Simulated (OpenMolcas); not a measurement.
# Ho²⁺ among point charges: CASSCF levels and susceptibility

Aim: the splitting of the states of Ho²⁺ in the field of 6 point charges, its lowest levels with spin-orbit coupling and its magnetic susceptibility.

Method: state-averaged CASSCF, spin-orbit coupling by RASSI with atomic mean-field integrals. Code: OpenMolcas 26.06.

## (1) What is computed

```
Species                           : Ho²⁺ (holmium, Z = 67, 65 electrons)
Basis                             : ANO-RCC-VDZP [7s6p4d2f1g], 68 functions
Scalar Hamiltonian                : DKH2, point nucleus
Inactive shells                   : 1s 2s 2p 3s 3p 3d 4s 4p 4d 5s 5p
Active space                      : 11 electrons in 7 orbitals (4f)
Some configurations of this space : 4f11
Orbitals                          : optimised for the highest spin of each parity, averaged over all roots
```

The outer shells:

4f11
```
4f [↑↓][↑↓][↑↓][↑↓][↑ ][↑ ][↑ ]
```

The ion sits among 6 point charges of -1 e arranged as a trigonal antiprism (D3d), 2.91 Å from the ion, with a polar angle of 56.9° against the regular 54.74°.

Each step is its own input file, run in one work folder so that later steps find the files of earlier ones. Labels, J, g values, rates, χT and fits are worked out afterwards by a script from the matrices that RASSI stores. The input lists half of the charges; inversion (Group=XYZ) makes the rest.

## (2) Basis and integrals

a.inp

```
&GATEWAY
Coord
1

Ho 0.0 0.0 0.0
Basis=ANO-RCC-VDZP
Group=XYZ
NoMove
AngMom=0.0 0.0 0.0
AMFI
XField
3 Angstrom 0
0.000000 2.438456 1.588091 -1.000000
2.111764 -1.219228 1.588091 -1.000000
2.111764 1.219228 -1.588091 -1.000000
&SEWARD
```

On the command line:

```sh
OMP_NUM_THREADS=1 MOLCAS_MEM=2252 MOLCAS_PROJECT=a pymolcas a.inp > a.log
```

## (3) CASSCF: quartets of odd parity, 35 roots

a.inp

```
&RASSCF
FileOrb=start.orb
Symmetry=2
Spin=4
nActEl=11 0 0
Inactive=15 12
Ras2=0 7
CIRoot=35 35 1
SDav=35
CIMx=300
Iter=120 100
PrWF=0.3
OrbListing=Nothing
MaxOrb=0
>>> COPY $Project.JobIph JOB001
```

start.orb holds the contracted functions of the basis, ordered by shell, or the orbitals of the step before.

## (4) CASSCF: doublets of odd parity, 112 roots

a.inp

```
&RASSCF
FileOrb=start.orb
Symmetry=2
Spin=2
nActEl=11 0 0
Inactive=15 12
Ras2=0 7
CIRoot=112 112 1
SDav=112
CIMx=300
Iter=120 100
PrWF=0.3
OrbListing=Nothing
MaxOrb=0
CIOnly
>>> COPY $Project.JobIph JOB002
```

## (5) RASSI: spin-orbit coupling between the states

a.inp

```
&RASSI
NrOfJobIphs=2 35 73
1 2 3 4 5 6 7 8 9 10 11 12 13 14 15 16 17 18 19 20 21 22 23 24 25 26 27
28 29 30 31 32 33 34 35
1 2 3 4 5 6 7 8 9 10 11 12 13 14 15 16 17 18 19 20 21 22 23 24 25 26 27
28 29 30 31 32 33 34 35 36 37 38 39 40 41 42 43 44 45 46 47 48 49 50 51
52 53 54 55 56 57 58 59 60 61 62 63 64 65 66 67 68 69 70 71 72 73
IphNames
JOB001
JOB002
EJob
SpinOrbit
DIPRint=1.0
SOCoupling=1000.0
Subsets=2
Property=9
'ANGMOM' 1 'ANGMOM' 2 'ANGMOM' 3 'MLTPL  1' 1 'MLTPL  1' 2 'MLTPL  1' 3
'AMFI' 1 'AMFI' 2 'AMFI' 3
SOProperty=3
'ANGMOM' 1 'ANGMOM' 2 'ANGMOM' 3
```

Q: Predict the outcome of this session. Wanted: spin-free ground state; first state of the same spin within the active space; lowest level; next level.

The runs gave:

```
                                            quantity                               value
                                              method                              CASSCF
                              spin-free ground state     4A1, 1-fold in its orbital part
first state of the same spin within the active space                   4A2 at 0.965 cm⁻¹
                                        lowest level  2-fold E3/2, g = 0.00, 0.00, 17.62
                                          next level                           30.4 cm⁻¹
                                         χT at 300 K                     11.44 cm³ K/mol
                           effective moment at 300 K                             9.57 μB
```

What this shows: The spin-free ground state (4A1) comes to 100 % from free-ion I terms and keeps the highest spin of the shell. The doublets rest on orbitals optimised for another spin in at least one step, which raises them against the optimised states. Not all states of the active space went into the spin-orbit step. High states of lower spin are left out of the spin-orbit mixing, and CASSCF puts spin-flip levels too high. This is an electrostatic model: the charges have no orbitals.
